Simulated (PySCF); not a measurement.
# trichlorofluorosilane (SiCl3F): electronic excitations at several levels of theory, part 1 of 2

How much do the electronic excitations of trichlorofluorosilane (SiCl3F) (`F[Si](Cl)(Cl)Cl`) depend on the level of theory, and what does each level cost?

Programs: PySCF 2.14.0, with density-fitted response routines of our own. Each step states its level of theory. These are calculated values for one molecule in the gas phase, unless marked as measured. Atoms count from 0, in the outputs and in this text.

## 1. The molecule as given

5 atoms, charge 0, multiplicity 1; geometry from: PBE0-D3(BJ)/def2-SVP.

Bonds of the start (Å): F0–Si1 1.60, Si1–Cl2 2.03, Si1–Cl3 2.03, Si1–Cl4 2.03.

## 2. Ultraviolet spectrum: wB97X-D/def2-SVPD

Job settings and geometry (Å):

```
{"job": {"kind": "uv", "xc": "wB97X-D", "basis": "def2-SVPD", "ip": true}, "charge": 0, "multiplicity": 1}
F      0.070725    -0.009080     1.567582
Si     0.098119    -0.019736    -0.034246
Cl     1.922657    -0.663905    -0.633497
Cl    -0.244009     1.866541    -0.692597
Cl    -1.347050    -1.279956    -0.688117
```

Method: TDDFT wB97X-D/def2-SVPD, vertical, gas phase, core orbitals frozen in the response.

On the command line:

```
$ OMP_NUM_THREADS=1 python probes_run.py task.json out
```

This one command runs all jobs of the session in turn.

The program printed:

```text
coarse grid: 7584 points
cycle   1  E = -1769.2323540447  dE =  5.830e-01  |g| = 6.359e-01  |ddm| = 2.803e+00
cycle   2  E = -1769.2291514127  dE =  3.203e-03  |g| = 7.217e-01  |ddm| = 1.721e+00
cycle   3  E = -1769.3291312681  dE = -9.998e-02  |g| = 5.711e-02  |ddm| = 7.216e-01
cycle   4  E = -1769.3296961435  dE = -5.649e-04  |g| = 2.245e-02  |ddm| = 8.692e-02
cycle   5  E = -1769.3298193550  dE = -1.232e-04  |g| = 2.540e-03  |ddm| = 3.854e-02
cycle   6  E = -1769.3298220391  dE = -2.684e-06  |g| = 5.943e-04  |ddm| = 6.450e-03
final grid: 58768 points
cycle   7  E = -1769.5340696015  dE = -5.501e-05  |g| = 6.837e-03  |ddm| = 6.641e-02
cycle   8  E = -1769.5340714904  dE = -1.889e-06  |g| = 6.659e-03  |ddm| = 1.715e-02
cycle   9  E = -1769.5340791417  dE = -7.651e-06  |g| = 7.804e-04  |ddm| = 5.771e-03
cycle  10  E = -1769.5340792670  dE = -1.254e-07  |g| = 2.762e-04  |ddm| = 1.133e-03
cycle  11  E = -1769.5340792852  dE = -1.813e-08  |g| = 8.448e-05  |ddm| = 5.918e-04
cycle  12  E = -1769.5340792873  dE = -2.113e-09  |g| = 8.920e-06  |ddm| = 1.443e-04
cycle  13  E = -1769.5340792874  dE = -6.094e-11  |g| = 2.297e-06  |ddm| = 3.610e-05
converged SCF energy = -1769.5340792874

Static polarisability (au): isotropic 61.733, principal 52.441 66.330 66.428

Singlet excitations
state   eV       nm        f      main configurations
  1   7.7539    159.9   0.00000   H->L 0.90
  2   8.0812    153.4   0.03030   H-2->L 0.70, H-1->L 0.17
  3   8.0824    153.4   0.03068   H-1->L 0.70, H-2->L 0.17
  4   8.6872    142.7   0.06026   H-3->L 0.78
  5   8.6957    142.6   0.06247   H-4->L 0.77
  6   8.8806    139.6   0.04755   H-5->L 0.80
  7   8.9325    138.8   0.00000   H->L+1 0.71, H->L+4 0.21
  8   9.3034    133.3   0.00059   H-2->L+1 0.52, H->L+2 0.15, H-2->L+4 0.10
  9   9.3050    133.2   0.00054   H-1->L+1 0.52, H->L+3 0.14, H-1->L+4 0.10
 10   9.6419    128.6   0.00129   H-2->L+2 0.34, H-1->L+3 0.18, H-2->L+5 0.14

Triplet excitations (Tamm-Dancoff, eV): 7.3063 7.5710 7.5734 8.1222
Vertical ionisation energy (delta-SCF) = 12.1629 eV
```

It took 71 s on 1 thread of Arm Neoverse V1, shared host; peak memory 0.57 GiB.

Frontier orbitals and where they lie:

```csv
orbital,eV,atoms
HOMO−3,-12.66,"Cl3 40 %, Cl4 26 %, Cl2 20 %"
HOMO−2,-11.98,"Cl3 51 %, Cl4 32 %, Cl2 11 %"
HOMO−1,-11.98,"Cl2 51 %, Cl4 30 %, Cl3 12 %"
HOMO,-11.65,"Cl2 34 %, Cl4 33 %, Cl3 33 %"
LUMO,0.83,"Si1 28 %, Cl3 23 %, Cl4 22 %"
LUMO+1,1.99,"Si1 40 %, Cl3 17 %, Cl4 17 %"
LUMO+2,2.38,"Cl2 38 %, Cl4 26 %, Si1 16 %"
```

With each of the 10 states as a Gaussian band of 0.4 eV half-width at 1/e, the curve within the window shown has maxima at 142 nm (ε 6,800) L/(mol cm). Beyond the last state computed it falls off for lack of states. The curve at chosen wavelengths:

(nm, ε (L/mol/cm)): (125, 35), (127, 71), (129, 151), (131, 374), (133, 934), (135, 2025), (137, 3624), (138, 4501), (140, 6020), (142, 6754), (144, 6520), (146, 5638), (148, 4638), (150, 3868), (152, 3352), (154, 2927), (156, 2449), (158, 1894), (160, 1332), (161, 1077), (163, 655), (165, 363), (167, 184), (169, 86), (171, 37), (173, 15)

Ground-state properties from the same run:

```csv
property,computed
dipole moment (D),0.65
polarisability (Å³),9.15
HOMO–LUMO gap (eV),12.49
−ε(HOMO) (eV),11.65
```

## 3. Excited states and response: LC-wPBE/def2-SVPD

Job settings and geometry (Å):

```
{"job": {"kind": "uv", "xc": "LC-wPBE", "basis": "def2-SVPD", "ip": true}, "charge": 0, "multiplicity": 1}
F      0.070725    -0.009080     1.567582
Si     0.098119    -0.019736    -0.034246
Cl     1.922657    -0.663905    -0.633497
Cl    -0.244009     1.866541    -0.692597
Cl    -1.347050    -1.279956    -0.688117
```

Level: TDDFT LC-wPBE/def2-SVPD, vertical, gas phase, core orbitals frozen in the response.

The program printed:

```text
coarse grid: 7584 points
cycle   1  E = -1768.6790550488  dE =  5.909e-01  |g| = 6.526e-01  |ddm| = 2.806e+00
cycle   2  E = -1768.7020418168  dE = -2.299e-02  |g| = 6.560e-01  |ddm| = 1.643e+00
cycle   3  E = -1768.7834557452  dE = -8.141e-02  |g| = 6.722e-02  |ddm| = 6.388e-01
cycle   4  E = -1768.7842838885  dE = -8.281e-04  |g| = 2.290e-02  |ddm| = 9.235e-02
cycle   5  E = -1768.7844240983  dE = -1.402e-04  |g| = 2.579e-03  |ddm| = 4.385e-02
cycle   6  E = -1768.7844274450  dE = -3.347e-06  |g| = 5.742e-04  |ddm| = 7.587e-03
final grid: 58768 points
cycle   7  E = -1769.0482324186  dE = -1.635e-05  |g| = 6.307e-03  |ddm| = 2.541e-02
cycle   8  E = -1769.0482313746  dE =  1.044e-06  |g| = 7.071e-03  |ddm| = 7.842e-03
cycle   9  E = -1769.0482387527  dE = -7.378e-06  |g| = 1.902e-04  |ddm| = 3.894e-03
cycle  10  E = -1769.0482387707  dE = -1.801e-08  |g| = 8.857e-05  |ddm| = 6.694e-04
cycle  11  E = -1769.0482387733  dE = -2.548e-09  |g| = 2.456e-05  |ddm| = 1.594e-04
cycle  12  E = -1769.0482387735  dE = -2.219e-10  |g| = 4.956e-06  |ddm| = 5.958e-05
converged SCF energy = -1769.0482387735

Static polarisability (au): isotropic 60.799, principal 51.906 65.197 65.295

Singlet excitations
state   eV       nm        f      main configurations
  1   8.2055    151.1   0.00000   H->L 0.70, H->L+1 0.16
  2   8.5212    145.5   0.03334   H-2->L 0.65, H-2->L+1 0.12
  3   8.5248    145.4   0.03410   H-1->L 0.65, H-1->L+1 0.12
  4   9.0753    136.6   0.06607   H-3->L 0.56, H-3->L+1 0.12
  5   9.0835    136.5   0.06868   H-4->L 0.55, H-4->L+1 0.12
  6   9.2767    133.7   0.05007   H-5->L 0.59, H-5->L+1 0.13
  7   9.3254    133.0   0.00001   H->L+1 0.49, H->L+4 0.18, H->L+7 0.17
  8   9.6917    127.9   0.00202   H-2->L+1 0.39, H-2->L+4 0.10, H-2->L+7 0.09
  9   9.6927    127.9   0.00180   H-1->L+1 0.39, H-1->L+7 0.10, H-1->L+4 0.09
 10  10.0100    123.9   0.00002   H-2->L+5 0.21, H-1->L+6 0.20, H-2->L+2 0.09

Triplet excitations (Tamm-Dancoff, eV): 7.6392 7.8733 7.8770 8.3831
Vertical ionisation energy (delta-SCF) = 12.6325 eV
```

Wall time 99 s (1 thread of Arm Neoverse V1, shared host); peak memory 0.54 GiB.

Key values: HOMO -12.60 eV, LUMO 1.22 eV; lowest singlet 8.21 eV.

## 4. Ultraviolet spectrum: PBE0/6-31G*

Job settings and geometry (Å):

```
{"job": {"kind": "uv", "xc": "PBE0", "basis": "6-31G*"}, "charge": 0, "multiplicity": 1}
F      0.070725    -0.009080     1.567582
Si     0.098119    -0.019736    -0.034246
Cl     1.922657    -0.663905    -0.633497
Cl    -0.244009     1.866541    -0.692597
Cl    -1.347050    -1.279956    -0.688117
```

With the program's defaults for keys left out, this is: TDDFT PBE0/6-31G*, vertical, gas phase, core orbitals frozen in the response.

The program printed:

```text
coarse grid: 7584 points
cycle   1  E = -1769.3556994441  dE =  6.482e-01  |g| = 6.314e-01  |ddm| = 2.425e+00
cycle   2  E = -1769.2679370883  dE =  8.776e-02  |g| = 9.527e-01  |ddm| = 1.448e+00
cycle   3  E = -1769.4435982878  dE = -1.757e-01  |g| = 6.841e-02  |ddm| = 8.224e-01
cycle   4  E = -1769.4445856226  dE = -9.873e-04  |g| = 2.398e-02  |ddm| = 1.010e-01
cycle   5  E = -1769.4447183473  dE = -1.327e-04  |g| = 4.714e-03  |ddm| = 2.801e-02
cycle   6  E = -1769.4447244487  dE = -6.101e-06  |g| = 3.928e-04  |ddm| = 6.285e-03
final grid: 58768 points
cycle   7  E = -1769.4026025287  dE = -5.648e-06  |g| = 2.178e-03  |ddm| = 9.883e-03
cycle   8  E = -1769.4026022120  dE =  3.167e-07  |g| = 2.728e-03  |ddm| = 5.323e-03
cycle   9  E = -1769.4026037225  dE = -1.510e-06  |g| = 3.732e-04  |ddm| = 2.662e-03
cycle  10  E = -1769.4026037489  dE = -2.641e-08  |g| = 4.970e-05  |ddm| = 4.077e-04
cycle  11  E = -1769.4026037493  dE = -4.407e-10  |g| = 2.644e-05  |ddm| = 8.308e-05
converged SCF energy = -1769.4026037493

Static polarisability (au): isotropic 45.033, principal 34.816 50.064 50.218

Singlet excitations
state   eV       nm        f      main configurations
  1   7.5965    163.2   0.00000   H->L 0.99
  2   7.9118    156.7   0.02161   H-1->L 0.94
  3   7.9135    156.7   0.02145   H-2->L 0.94
  4   8.5549    144.9   0.04602   H-3->L 0.95
  5   8.5632    144.8   0.04731   H-4->L 0.94
  6   8.7562    141.6   0.03529   H-5->L 0.97
  7   9.1064    136.2   0.00000   H->L+1 0.98
  8   9.4674    131.0   0.00299   H-2->L+1 0.67, H->L+2 0.25
  9   9.4704    130.9   0.00331   H-1->L+1 0.68, H->L+3 0.24
 10   9.7249    127.5   0.00169   H->L+2 0.48, H-7->L 0.29, H-2->L+1 0.11

Triplet excitations (Tamm-Dancoff, eV): 7.1244 7.3779 7.3791 7.9589
```

It took 5.9 s on 1 thread of Arm Neoverse V1, shared host; peak memory 0.42 GiB.

In short: HOMO -9.73 eV, LUMO -0.62 eV; lowest singlet 7.60 eV.

## 5. Ultraviolet spectrum: PBE0/def2-SVP

Job settings and geometry (Å):

```
{"job": {"kind": "uv", "xc": "PBE0", "basis": "def2-SVP"}, "charge": 0, "multiplicity": 1}
F      0.070725    -0.009080     1.567582
Si     0.098119    -0.019736    -0.034246
Cl     1.922657    -0.663905    -0.633497
Cl    -0.244009     1.866541    -0.692597
Cl    -1.347050    -1.279956    -0.688117
```

Level: TDDFT PBE0/def2-SVP, vertical, gas phase, core orbitals frozen in the response.

The program printed:

```text
coarse grid: 7584 points
cycle   1  E = -1768.6112597276  dE =  5.693e-01  |g| = 6.303e-01  |ddm| = 2.509e+00
cycle   2  E = -1768.5181626806  dE =  9.310e-02  |g| = 9.590e-01  |ddm| = 1.412e+00
cycle   3  E = -1768.6966890390  dE = -1.785e-01  |g| = 5.989e-02  |ddm| = 8.183e-01
cycle   4  E = -1768.6973195515  dE = -6.305e-04  |g| = 2.537e-02  |ddm| = 8.455e-02
cycle   5  E = -1768.6974632037  dE = -1.437e-04  |g| = 5.051e-03  |ddm| = 2.805e-02
cycle   6  E = -1768.6974700310  dE = -6.827e-06  |g| = 4.701e-04  |ddm| = 5.623e-03
final grid: 58768 points
cycle   7  E = -1768.8793523201  dE = -7.392e-06  |g| = 2.135e-03  |ddm| = 8.624e-03
cycle   8  E = -1768.8793521719  dE =  1.482e-07  |g| = 2.374e-03  |ddm| = 5.011e-03
cycle   9  E = -1768.8793533780  dE = -1.206e-06  |g| = 3.870e-04  |ddm| = 2.530e-03
cycle  10  E = -1768.8793534050  dE = -2.700e-08  |g| = 4.903e-05  |ddm| = 3.302e-04
cycle  11  E = -1768.8793534054  dE = -3.265e-10  |g| = 2.888e-05  |ddm| = 7.356e-05
converged SCF energy = -1768.8793534054

Static polarisability (au): isotropic 42.527, principal 33.263 47.092 47.225

Singlet excitations
state   eV       nm        f      main configurations
  1   7.8743    157.5   0.00000   H->L 0.99
  2   8.1954    151.3   0.01640   H-1->L 0.91
  3   8.1968    151.3   0.01626   H-2->L 0.91
  4   8.8264    140.5   0.03173   H-3->L 0.93
  5   8.8353    140.3   0.03271   H-4->L 0.93
  6   9.0286    137.3   0.02546   H-5->L 0.97
  7   9.0990    136.3   0.00000   H->L+1 0.98
  8   9.4902    130.6   0.00490   H-2->L+1 0.71, H->L+2 0.19
  9   9.4920    130.6   0.00519   H-1->L+1 0.72, H->L+3 0.19
 10   9.8793    125.5   0.00807   H->L+2 0.52, H-7->L 0.22, H-2->L+1 0.08

Triplet excitations (Tamm-Dancoff, eV): 7.3897 7.6337 7.6352 8.2076
```

It took 5.4 s on 1 thread of Arm Neoverse V1, shared host; peak memory 0.42 GiB.

This run: HOMO -9.56 eV, LUMO -0.13 eV; lowest singlet 7.87 eV.

## 6. TDDFT and polarisability: PBE0/def2-TZVP

Job settings and geometry (Å):

```
{"job": {"kind": "uv", "xc": "PBE0", "basis": "def2-TZVP"}, "charge": 0, "multiplicity": 1}
F      0.070725    -0.009080     1.567582
Si     0.098119    -0.019736    -0.034246
Cl     1.922657    -0.663905    -0.633497
Cl    -0.244009     1.866541    -0.692597
Cl    -1.347050    -1.279956    -0.688117
```

With the program's defaults for keys left out, this is: TDDFT PBE0/def2-TZVP, vertical, gas phase, core orbitals frozen in the response.

The program printed:

```text
coarse grid: 7584 points
cycle   1  E = -1769.5181529601  dE =  5.920e-01  |g| = 6.229e-01  |ddm| = 2.186e+00
cycle   2  E = -1769.4260453779  dE =  9.211e-02  |g| = 9.871e-01  |ddm| = 9.120e-01
cycle   3  E = -1769.5888603222  dE = -1.628e-01  |g| = 6.736e-02  |ddm| = 5.278e-01
cycle   4  E = -1769.5895918078  dE = -7.315e-04  |g| = 2.793e-02  |ddm| = 6.329e-02
cycle   5  E = -1769.5897014007  dE = -1.096e-04  |g| = 8.065e-03  |ddm| = 2.010e-02
cycle   6  E = -1769.5897171516  dE = -1.575e-05  |g| = 2.187e-03  |ddm| = 6.907e-03
cycle   7  E = -1769.5897182405  dE = -1.089e-06  |g| = 2.403e-04  |ddm| = 1.465e-03
final grid: 58768 points
cycle   8  E = -1769.5951166339  dE = -2.413e-05  |g| = 4.236e-03  |ddm| = 1.172e-02
cycle   9  E = -1769.5951166976  dE = -6.371e-08  |g| = 3.579e-03  |ddm| = 4.616e-03
cycle  10  E = -1769.5951184282  dE = -1.731e-06  |g| = 9.062e-04  |ddm| = 2.519e-03
cycle  11  E = -1769.5951185842  dE = -1.561e-07  |g| = 8.848e-05  |ddm| = 5.490e-04
cycle  12  E = -1769.5951185856  dE = -1.351e-09  |g| = 3.520e-05  |ddm| = 8.205e-05
cycle  13  E = -1769.5951185858  dE = -2.224e-10  |g| = 1.134e-05  |ddm| = 2.751e-05
converged SCF energy = -1769.5951185858

Static polarisability (au): isotropic 55.116, principal 44.970 60.129 60.250

Singlet excitations
state   eV       nm        f      main configurations
  1   7.6510    162.0   0.00000   H->L 0.98
  2   7.9646    155.7   0.02189   H-1->L 0.93
  3   7.9662    155.6   0.02173   H-2->L 0.93
  4   8.5850    144.4   0.03650   H-3->L 0.90
  5   8.5927    144.3   0.03763   H-4->L 0.90
  6   8.6175    143.9   0.00005   H->L+1 0.98
  7   8.7919    141.0   0.02959   H-5->L 0.96
  8   9.0236    137.4   0.00528   H-2->L+1 0.70, H->L+2 0.18
  9   9.0243    137.4   0.00543   H-1->L+1 0.70, H->L+3 0.18
 10   9.4193    131.6   0.00018   H-2->L+2 0.53, H-1->L+3 0.42

Triplet excitations (Tamm-Dancoff, eV): 7.1636 7.4091 7.4104 7.9714
```

It took 18 s on 1 thread of Arm Neoverse V1, shared host; peak memory 0.73 GiB.

This run: HOMO -9.66 eV, LUMO -0.47 eV; lowest singlet 7.65 eV.

(Continued in part 2 of 2.)
